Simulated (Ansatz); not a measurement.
# PtSe (F-43m) in Ansatz: further runs

Runs on PtSe. Level: r2SCAN+U. Tasks: projected density of states.

All numbers are computed with Ansatz 0.2.0; they aren't measurements. Logs are shortened: lines on timing, memory, paths and dates and some standing lists are left out, and cuts for length are marked.

### 1 The structure

The structure is cubic, space group F-43m (No. 216). Conventional cell: a = 6.075 Å, b = 6.075 Å, c = 6.075 Å, α = 90.00°, β = 90.00°, γ = 90.00°. Pt (site symmetry -43m) has 4 Se at 2.63 Å as nearest neighbours. Around Se (site symmetry -43m) lie 4 Pt at 2.63 Å.

The cell comes from a database or a generator and needn't be the stable form of this composition.

### 2 Projected density of states, r2SCAN+U

Input file input.yaml:

```yaml
crystal:
  lattice:
    - [0.0, 3.03744723, 3.03744723]
    - [3.03744723, 0.0, 3.03744723]
    - [3.03744723, 3.03744723, 0.0]
  atoms:
    - { symbol: Pt, position: [0.0, 0.0, 0.0] }
    - { symbol: Se, position: [0.25, 0.25, 0.25] }
hamiltonian:
  xc: r2scan
  pseudopotentials: { kind: paw }
  hubbard: { sites: [{ species: Pt, l: d, u_eff: 6.0 }] }
kpoints:
  mp_grid: { grid: [8, 8, 8] }
scf:
  occupations: { method: fermi_dirac, width: 0.05 }
  n_extra_bands: 6
output:
  forces: true
  stress: true
  eigenvalues: true
  dos: { projected: true, de: 0.05, nscf_kmesh: { grid: [12, 12, 12] } }
  write_density: true
  write_potential: true
  elf: true
  volumetric_format: npy
```

Potentials or basis: Ansatz PAW.

Run with:

```bash
$ ansatz run input.yaml --threads 2 --pin off --max-ram 5632MiB --backend cpu --events-out ev --progress --plain --runs-dir out
```

Output:

```text
Warning: RAYON_NUM_THREADS=2 ignored (pool sized by the plan → 2); use --threads N
Pt: projections on atomic orbitals take those of the free atom [Kr 4d10 4f14] 5s2 5p6 5d9 6s1, of charge +0.00 (hamiltonian.pseudopotentials.projection_atoms); the dataset's partial waves leave at most 9.1e-5 of an orbital's norm unspanned inside its sphere
Se: projections on atomic orbitals take those of the free atom [Ar] 3d10 4s2 4p4, of charge +0.00 (hamiltonian.pseudopotentials.projection_atoms); the dataset's partial waves leave at most 2.3e-6 of an orbital's norm unspanned inside its sphere
scf.n_extra_bands = 6 over 17 filled bands (N_el = 34.0): the run solves 23 bands
Engine: ansatz 0.2.0, aarch64-unknown-linux-gnu
Pseudopotentials: kind: paw
Pseudopotential: Pt, paw, valence charge 18, recommended cutoff 500 eV (meta_gga), Pt.paw.azcp
Pseudopotential: Se, paw, valence charge 16, recommended cutoff 500 eV (meta_gga), Se.paw.azcp
Functional definition: r2SCAN
  parameter k0 = 0.174
  parameter k1 = 0.065
  parameter a1 = 4.9479
  exchange = r2scan_x(k0 = k0, k1 = k1, a1 = a1)
  correlation = r2scan_c
Crystal: 2 atoms, lattice volume = 56.047 Å³
Basis set: ecut = 500 eV, 1411 PW (Γ), exchange–correlation on 128×128×128 points (64 copies of the dense FFT grid, shifted against one another)
Bands: 23, of which v1, the nominal top of the filled ones, is band 17 counted from 1 (16 counted from 0)
Symmetry: 24 space group operations
Space group: F-43m (ITA 216), of the structure as read, at distance tolerance 3.8e-5 Å
k-points: 29 of 512 (time reversal used)
Non-local potential: Pt, projectors of the file, l = 0: 3, l = 1: 2, l = 2: 2, l = 3: 1
Non-local potential: Se, projectors of the file, l = 0: 2, l = 1: 2, l = 2: 3, l = 3: 1
PAW form: soft (Blöchl's): semilocal exchange-correlation on the pseudo side does not see the compensation charge
PAW frozen core: Pt, regenerated for the run's functional (the file was generated under x = pbe(κ = 0.804, μ = 0.2195149727645171), c = pbe(β = 0.06672455060314922))
PAW frozen core: Se, regenerated for the run's functional (the file was generated under x = pbe(κ = 0.804, μ = 0.2195149727645171), c = pbe(β = 0.06672455060314922))
PAW one-centre angular grid: Pt, 590 points (default); XC on 160 Gauss nodes
PAW one-centre angular grid: Se, 590 points (default); XC on 160 Gauss nodes
Initial density: superposition of atomic densities (chi_scale 0.1, normalization cell, long waves kept (reshape's long-wave potential 0.00 eV rms))
Initial wavefunctions: pseudopotential atomic-orbital guess
Functional: x = r2scan, c = r2scan; τ floored in thin density (d = 2e-4 eV/Å³)
SCF iter   1: F=—  HF=-18012.259347 eV  |F-HF|=—  |Δ(HF+E_count)|=         —  Δρ=4.38e-2  dr2=2.09e0  dr2_τ=8.45e-2  ethr=3.10e-3  ⟨swp⟩=5.1  Hψ=2895  notcnv=0
preconditioner: auto → LDOS  [metal: Δε(μ)=0.022 eV  Ē_g=11.806 eV  σ=0.050 eV  W_gap=0.11  n_scr=14 (ndim 8)  ℏωp=19.8 eV  f_vac=0.153  D(μ)=2.33/eV (n_scr^D=14)  β→1.0]
SCF iter   2: F=—  HF=-18011.930511 eV  |F-HF|=—  |Δ(HF+E_count)|=   3.29e-1  Δρ=2.05e-2  dr2=3.85e-1  dr2_τ=3.35e-2  ethr=3.10e-3  ⟨swp⟩=2.8  Hψ=1357  notcnv=0  defer=29
SCF iter   3: F=—  HF=-18011.894506 eV  |F-HF|=—  |Δ(HF+E_count)|=   3.60e-2  Δρ=1.24e-2  dr2=1.07e-1  dr2_τ=2.14e-3  ethr=1.13e-3  ⟨swp⟩=2.0  Hψ=1160  notcnv=0  defer=29
SCF iter   4: F=—  HF=-18011.865427 eV  |F-HF|=—  |Δ(HF+E_count)|=   2.91e-2  Δρ=5.90e-3  dr2=1.69e-2  dr2_τ=9.59e-4  ethr=3.15e-4  ⟨swp⟩=2.0  Hψ=1250  notcnv=0  defer=29
SCF iter   5: F=—  HF=-18011.852249 eV  |F-HF|=—  |Δ(HF+E_count)|=   1.32e-2  Δρ=3.95e-3  dr2=8.11e-3  dr2_τ=4.98e-4  ethr=4.97e-5  ⟨swp⟩=2.0  Hψ=1214  notcnv=0  defer=29
SCF iter   6: F=—  HF=-18011.850121 eV  |F-HF|=—  |Δ(HF+E_count)|=   2.13e-3  Δρ=1.45e-3  dr2=8.85e-4  dr2_τ=2.35e-5  ethr=2.38e-5  ⟨swp⟩=2.3  Hψ=900  notcnv=0  defer=29
SCF iter   7: F=—  HF=-18011.849914 eV  |F-HF|=—  |Δ(HF+E_count)|=   2.08e-4  Δρ=4.26e-4  dr2=6.19e-5  dr2_τ=4.76e-6  ethr=2.60e-6  ⟨swp⟩=2.8  Hψ=1029  notcnv=0  defer=29
SCF iter   8: F=—  HF=-18011.849907 eV  |F-HF|=—  |Δ(HF+E_count)|=   6.37e-6  Δρ=1.10e-4  dr2=3.45e-6  dr2_τ=2.81e-7  ethr=1.82e-7  ⟨swp⟩=2.8  Hψ=962  notcnv=0  defer=29
SCF iter   9: F=—  HF=-18011.849908 eV  |F-HF|=—  |Δ(HF+E_count)|=   8.74e-7  Δρ=3.16e-5  dr2=1.95e-7  dr2_τ=1.74e-8  ethr=1.02e-8  ⟨swp⟩=2.1  Hψ=833  notcnv=0  defer=29
SCF iter  10: F=-18011.849908 eV  HF=-18011.849908 eV  |F-HF|=6.60e-9  |Δ(HF+E_count)|=   8.21e-8  Δρ=8.35e-6  dr2=1.19e-8  dr2_τ=1.50e-9  ethr=2.94e-10  ⟨swp⟩=13.4  Hψ=4681  notcnv=0
SCF 1 converged in 10 iterations: F = -18011.849908 eV  dr2 = 1.19e-8
NSCF: frozen V_eff on 72 k-points
SCF converged after 10 iterations
Free energy (F): -18011.849908 eV
Harris-Foulkes:  -18011.849908 eV  (|F-HF|=6.60e-9)
Internal energy: -18011.829214 eV  (E = F + TS)
E sigma→0 (E₀):  -18011.839561 eV
Entropy (-TS):   -0.020694 eV (-10.347 meV/atom)
Fermi energy:    7.342006 eV
--- Per-component energies (eV) ---
  E_band       = -820.151202
  E_kinetic    = 752.652570
  E_local      = -5196.953349  (includes V_loc(G=0)·N_el)
  E_nonlocal   = -387.382997
  E_hartree    = 2271.067965
  E_xc         = -343.510141
  E_vxc        = -437.351998  (∫ρ·V_xc dr)
  E_hubbard    = 2.098967  (on-site DFT+U / exact-exchange correction)
  E_vhub       = -23.467502  (the Hubbard potential's part of the band-sum identity)
  E_paw        = -11408.709605  (= ΣΔE_a)
  E_vpaw       = -96.968403  (= ΣTr[D̂ρ^β])
  E_aug_tail   = -0.000059  (compensation charges beyond the density's cutoff)
  E_vtau       = 27.181771  (kinetic-family band-sum trace: ∫τ·v_τ [+ j·A + Jᵃ·Aᵃ] dr)
  E_ewald      = -3699.096300
  E_core_change = -1.996265  (= ΣΔE_core)
  E_smearing   = -0.020694  (= −TS)
  E_closure    = 0.000000  (closes the sum)
  Σ components = -18011.849908   (vs F -18011.849908, Δ=0.00e0)
--- Forces (eV/Å), atoms counted from 1 ---
  atom   1  Pt    -0.00000000    -0.00000000     0.00000000
  atom   2  Se    -0.00000000     0.00000000     0.00000000
  max |Σ_I F_I| component: 9.25e-17 eV/Å
--- Stress (GPa, compression-positive) ---
      -12.808939      -0.000000       0.000000
        0.000000     -12.808939      -0.000000
        0.000000      -0.000000     -12.808939
  P = ⅓ Tr σ = -12.8089 GPa (-128.089 kbar)
--- Band table (eV; the first three rows and the last of 29) ---
  k-point 0: bands = ["-90.5196", "-44.2373", "-44.2373", "-44.2373", "-41.8285", "-41.8285", "-41.8285", "-41.8271", "-41.8271", "-6.3481", "2.3933", "2.3933", "2.3933", "3.7345", "3.7345", "8.8051", "9.1612", "9.1612", "9.1612", "15.1486", "15.1486", "15.1486", "18.5687"]
  k-point 1: bands = ["-90.5196", "-44.2374", "-44.2373", "-44.2373", "-41.8288", "-41.8286", "-41.8286", "-41.8270", "-41.8270", "-6.3022", "2.3854", "2.4410", "2.4410", "3.7327", "3.7327", "7.9658", "8.9912", "8.9912", "9.8288", "14.6537", "15.3614", "15.3614", "19.4539"]
  k-point 2: bands = ["-90.5197", "-44.2377", "-44.2374", "-44.2374", "-41.8294", "-41.8288", "-41.8288", "-41.8269", "-41.8269", "-6.1910", "2.4540", "2.5362", "2.5362", "3.7735", "3.7735", "6.6819", "8.5700", "8.5700", "10.5106", "14.4943", "15.7781", "15.7781", "19.1241"]
  k-point 28: bands = ["-90.5196", "-44.2381", "-44.2377", "-44.2375", "-41.8303", "-41.8296", "-41.8295", "-41.8268", "-41.8267", "-5.9349", "2.4315", "2.9059", "3.3011", "3.9737", "4.3540", "5.2278", "5.5344", "6.8389", "13.2995", "14.5527", "15.6776", "16.5844", "20.0856"]
Occupation matrices written to <dir>
```

Wall time 14 s (2 threads of Arm Neoverse V1, shared host); peak memory 0.52 GiB.

What came out:

- Free energy: -18011.8499 eV
- Pressure: -12.8 GPa
- Band gap on the k mesh: none (metal or under the smearing width)
- Density of states at the Fermi level: 2.01 states/eV per cell

Levels at points of the mesh, in eV from the Fermi level:
```csv
k point,band 15,band 16,band 17,band 18,band 19,band 20
"(0.00, 0.00, 0.00)",-3.61,1.46,1.82,1.82,1.82,7.81
"(0.00, 0.00, -0.50)",-3.36,-2.63,0.57,0.57,3.53,8.55
"(0.00, -0.50, -0.50)",-2.85,-2.58,-1.00,-1.00,5.41,5.53
```

States per cell in windows of 0.5 eV (zero at the Fermi level; states under -8 eV left out):
```
from (eV)  total  Pt 5d  Se 4p  Pt 6s  Se 4s
     -8.0   0.00   0.00   0.00   0.00   0.00
     -7.5   0.00   0.00   0.00   0.00   0.00
     -7.0   0.00   0.00   0.00   0.00   0.00
     -6.5   0.00   0.00   0.00   0.00   0.00
     -6.0   0.00   0.00   0.00   0.00   0.00
     -5.5   1.07   0.54   0.44   0.08   0.00
     -5.0   3.08   1.84   1.13   0.10   0.00
     -4.5   1.84   0.92   0.78   0.13   0.00
     -4.0   1.52   1.48   0.02   0.01   0.00
     -3.5   2.46   2.23   0.14   0.07   0.00
     -3.0   0.16   0.13   0.01   0.01   0.01
     -2.5   0.98   0.75   0.12   0.03   0.06
     -2.0   0.43   0.24   0.12   0.02   0.02
     -1.5   0.71   0.30   0.34   0.03   0.02
     -1.0   0.84   0.33   0.44   0.02   0.02
     -0.5   1.03   0.38   0.59   0.02   0.01
      0.0   0.97   0.33   0.59   0.02   0.01
      0.5   0.58   0.19   0.36   0.01   0.00
      1.0   0.28   0.09   0.18   0.00   0.00
      1.5   0.05   0.02   0.03   0.00   0.00
      2.0   0.02   0.00   0.01   0.01   0.00
      2.5   0.05   0.00   0.02   0.03   0.01
      3.0   0.12   0.00   0.03   0.07   0.01
      3.5   0.29   0.00   0.06   0.17   0.02
      4.0   0.34   0.00   0.08   0.20   0.02
      4.5   0.40   0.00   0.10   0.24   0.01
      5.0   0.58   0.01   0.14   0.30   0.01
      5.5   0.39   0.01   0.07   0.13   0.00
      6.0   0.31   0.00   0.02   0.02   0.00
      6.5   0.56   0.01   0.02   0.02   0.00
      7.0   0.67   0.01   0.02   0.02   0.00
      7.5   0.46   0.00   0.01   0.01   0.00
```

Eigenvalues of the final occupation matrices:
```csv
site,spin,trace,eigenvalues
site 1,1,4.61,0.89 0.89 0.89 0.97 0.97
```

Caveat: U without spin polarisation on a metal has little footing; the PAW data sets come from PBE, with cores solved anew for the run's functional, which leaves a small shift of forces and pressure; the density of states is complete only up to the lowest level of the last band computed.

### 3 Projected density of states, r2SCAN+U

Changes to input.yaml since step 2:

```diff
@@ -11,3 +11,3 @@
   pseudopotentials: { kind: paw }
-  hubbard: { sites: [{ species: Pt, l: d, u_eff: 6.0 }] }
+  hubbard: { sites: [{ species: Pt, l: d, u_eff: 8.0 }] }
 kpoints:
@@ -22,5 +22 @@
   dos: { projected: true, de: 0.05, nscf_kmesh: { grid: [12, 12, 12] } }
-  write_density: true
-  write_potential: true
-  elf: true
-  volumetric_format: npy
```

Potentials or basis: Ansatz PAW.

Run with:

```bash
$ ansatz run input.yaml --threads 2 --pin off --max-ram 5632MiB --backend cpu --events-out ev --progress --plain --runs-dir out
```

Run time: 13 s. Hardware: 2 threads of Arm Neoverse V1, shared host; peak memory 0.51 GiB.

Results (log left out):

- Free energy: -18011.1869 eV
- Pressure: -12.3 GPa
- Band gap on the k mesh: none (metal or under the smearing width)
- Density of states at the Fermi level: 1.97 states/eV per cell

Levels at points of the mesh, in eV from the Fermi level:
| k point | band 13 | band 14 | band 15 | band 16 | band 17 | band 18 | band 19 | band 20 | band 21 | band 22 |
| --- | --- | --- | --- | --- | --- | --- | --- | --- | --- | --- |
| (0.00, 0.00, 0.00) | -5.19 | -4.09 | -4.09 | 1.73 | 1.82 | 1.82 | 1.82 | 8.07 | 8.07 | 8.07 |
| (0.00, 0.00, -0.50) | -4.13 | -3.80 | -3.80 | -2.97 | 0.58 | 0.58 | 3.79 | 8.77 | 8.97 | 8.97 |
| (0.00, -0.50, -0.50) | -4.15 | -3.78 | -3.19 | -2.67 | -1.00 | -1.00 | 5.67 | 5.79 | 10.11 | 12.44 |

States per cell in windows of 1 eV (zero at the Fermi level; states under -8 eV left out):
```csv
from (eV),total,Pt 5d,Se 4p,Pt 6s,Se 4s
-8.0,0.00,0.00,0.00,0.00,0.00
-7.0,0.00,0.00,0.00,0.00,0.00
-6.0,1.72,1.09,0.56,0.06,0.00
-5.0,4.63,3.17,1.30,0.15,0.00
-4.0,3.65,3.12,0.35,0.14,0.01
-3.0,1.15,0.82,0.19,0.05,0.07
-2.0,0.95,0.39,0.45,0.05,0.04
-1.0,1.77,0.57,1.08,0.04,0.03
0.0,1.68,0.50,1.10,0.03,0.01
1.0,0.45,0.13,0.30,0.01,0.00
2.0,0.03,0.00,0.01,0.02,0.00
3.0,0.23,0.00,0.05,0.14,0.02
4.0,0.66,0.01,0.15,0.40,0.03
5.0,1.03,0.01,0.24,0.56,0.02
6.0,0.65,0.01,0.06,0.09,0.00
7.0,1.22,0.01,0.04,0.03,0.00
```

Eigenvalues of the final occupation matrices:
| site | spin | trace | eigenvalues |
| --- | --- | --- | --- |
| site 1 | 1 | 4.66 | 0.90 0.90 0.90 0.98 0.98 |

Caveat: U without spin polarisation on a metal has little footing; the PAW data sets come from PBE, with cores solved anew for the run's functional, which leaves a small shift of forces and pressure; the density of states is complete only up to the lowest level of the last band computed.
